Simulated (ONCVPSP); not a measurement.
# Cu: generating and testing an ONCV potential

Aim: build the potential from the settings below, then test how well it stands in for the atom: other configurations, scattering, ghost states and the plane-wave cutoff that it needs.

The numbers are computed with ONCVPSP 4.0.1.1 (patched build) (PBEsol, scalar-relativistic, spin-unpolarised reference atom).

15 further runs of the same task are left out: 1 that didn't finish, 14 set aside as unsound or not needed.

## Step 1: Starting point

The settings as typed:

| Property | Result |
| --- | --- |
| element | copper (Cu, Z = 29) |
| type | optimised norm-conserving Vanderbilt (ONCV) |
| frozen core | [Ne] |
| valence charge | 19 |
| reference configuration | 3s2 3p6 3d10 4s1 |
| partial waves | 3s+4s: rc 1.35 bohr, ncon 3, nbas 7, qcut 7.8 1/bohr, 2 projectors; 3p: rc 0.95 bohr, ncon 4, nbas 7, qcut 17.1 1/bohr, 3 projectors, debl 1.8 Ha; 3d: rc 1.45 bohr, ncon 4, nbas 9, qcut 12.5 1/bohr, 2 projectors, debl 0.6 Ha |
| local potential | polynomial inside 0.60 bohr (lpopt 5, dvloc0 0 Ha) |
| core correction | Teter function fitted to the true core (icmod 2), fcfact 0.5 |

The outer shells as boxes (Hund's rule for the drawing; the calculation is spin-unpolarised):

```
[Ne] core
3s [↑↓]
3p [↑↓][↑↓][↑↓]
3d [↑↓][↑↓][↑↓][↑↓][↑↓]
4s [↑ ]
```

## Step 2: Generation

Cu.dat

```
# ATOM AND REFERENCE CONFIGURATION
# atsym  z   nc   nv     iexc    psfile
  Cu 29.00    3    4  -116133      upf
#
#   n    l    f
    1    0    2.00
    2    0    2.00
    2    1    6.00
    3    0    2.00
    3    1    6.00
    3    2   10.00
    4    0    1.00
#
# PSEUDOPOTENTIAL AND OPTIMIZATION
# lmax
    2
#
#   l,   rc,      ep,       ncon, nbas, qcut
    0    1.35    0.00    3    7    7.80
    1    0.95    0.00    4    7   17.10
    2    1.45    0.00    4    9   12.50
#
# LOCAL POTENTIAL
# lloc, lpopt,  rc(5),   dvloc0
    4    5    0.60    0.00
#
# VANDERBILT-KLEINMAN-BYLANDER PROJECTORs
# l, nproj, debl
    0    2    1.60
    1    3    1.80
    2    2    0.60
#
# MODEL CORE CHARGE
# icmod, fcfact, rcfact
    2    0.50    0.70
#
# LOG DERIVATIVE ANALYSIS
# epsh1, epsh2, depsh
   -6.00    5.00    0.04
#
# OUTPUT GRID
# rlmax, drl
    6.00    0.01
#
# TEST CONFIGURATIONS
# ncnf
    4
# nvcnf
#   n    l    f
    4
    3    0    2.00
    3    1    6.00
    3    2   10.00
    4    0    0.00
#
    4
    3    0    2.00
    3    1    6.00
    3    2    9.00
    4    0    0.00
#
    4
    3    0    2.00
    3    1    6.00
    3    2    8.00
    4    0    0.00
#
    4
    3    0    2.00
    3    1    6.00
    3    2    9.00
    4    0    1.00
#
```

Command:

```console
$ oncvpsp.x < Cu.dat > Cu.out
```

**Question.** What will these runs give? Wanted: cutoffs for 1 and 0.1 mHa per electron, occupied waves; bound ghosts; GHOST(+) flags; largest test error; largest phase difference near zero energy, channels read; rms error of d²Exc/dn², without and with the model core; projector energies reset by the program.

**Answer**, as computed:

```
                                                quantity                                           value
  cutoffs for 1 and 0.1 mHa per electron, occupied waves                                 58 Ha and 89 Ha
                                            bound ghosts                                      none found
                                          GHOST(+) flags                                     s at 228 eV
                            largest test error (AE − PS)  +12 meV, for 3s2 3p6 3d9 4s1 (1 test unsolved)
largest phase difference near zero energy, channels read                                       0.000 rad
 rms error of d²Exc/dn², without and with the model core                               4.05 and 1.07 mHa
                 projector energies reset by the program                      p: -2.646, 0.250, 2.050 Ha
```

In words: The worst unpolarised test, 3s2 3p6 3d9 4s1, is off by 12 meV on 11.6 eV; by total energies transferability rates as good where solved. Of the tests 1 gave no usable energy difference, which is a warning in itself. The potential is hard: the looser tolerance needs 58 Ha. It is free of bound ghosts as far as tested. Near zero energy the phases of the channels with partial waves agree within 0.001 rad. The program also flags highly localised states, GHOST(+) (s).
